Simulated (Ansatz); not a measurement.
## AsH3, SMILES [AsH3]: vertical spin-state energies, step by step

With the Python package of Ansatz (0.2.0).

Run as a notebook:

**Cell 1**
```python
import ansatz as az
```

**Cell 2**
```python
GEOMETRY = """
As   -0.22182    0.50373   -0.35727
H     0.33966    0.59413    1.02703
H    -1.01983   -0.68904    0.06761
H     0.90199   -0.40881   -0.73737
"""

mol = az.Crystal.molecule()
for line in GEOMETRY.strip().splitlines():
    symbol, *xyz = line.split()
    mol = mol.atom(symbol, [float(v) for v in xyz])
```

**Cell 3**
```python
base = mol.calculation().basis(gaussian="6-31G*").functional("r2scan").accuracy("medium")
found = {}
for unpaired in [0, 2]:
    report = base.spin("collinear", total=unpaired).run(threads=1).report
    s = unpaired / 2
    found[unpaired] = report["free_energy_ev"]
    print(f"2S+1 = {unpaired + 1}: E = {found[unpaired]:.5f} eV, <S^2> = {abs(report['mean_field']['state']['spin_squared']):.3f} (pure state {s * (s + 1):.2f})")
lowest = min(found, key=found.get)
for unpaired, e in found.items():
    print(f"multiplicity {unpaired + 1}: {96.485332 * (e - found[lowest]):.1f} kJ/mol above the lowest")
```
Output:
```text
2S+1 = 1: E = -60881.40925 eV, <S^2> = 0.000 (pure state 0.00)
2S+1 = 3: E = -60875.14104 eV, <S^2> = 2.006 (pure state 2.00)
multiplicity 1: 0.0 kJ/mol above the lowest
multiplicity 3: 604.8 kJ/mol above the lowest
```

In order: multiplicity 1 (+0.00 eV) and multiplicity 3 (+6.27 eV), all at the one geometry.

Reading the output:
- The settings weren't tested for convergence.
- The geometry is a force-field or estimated start, not a minimum of this method, and the basis set is short of its limit. All parts are taken at fixed geometry, without zero-point energy.
- Run time: 14 s on 1 thread of Arm Neoverse V2, with other jobs on the host, peak memory 0.17 GiB.
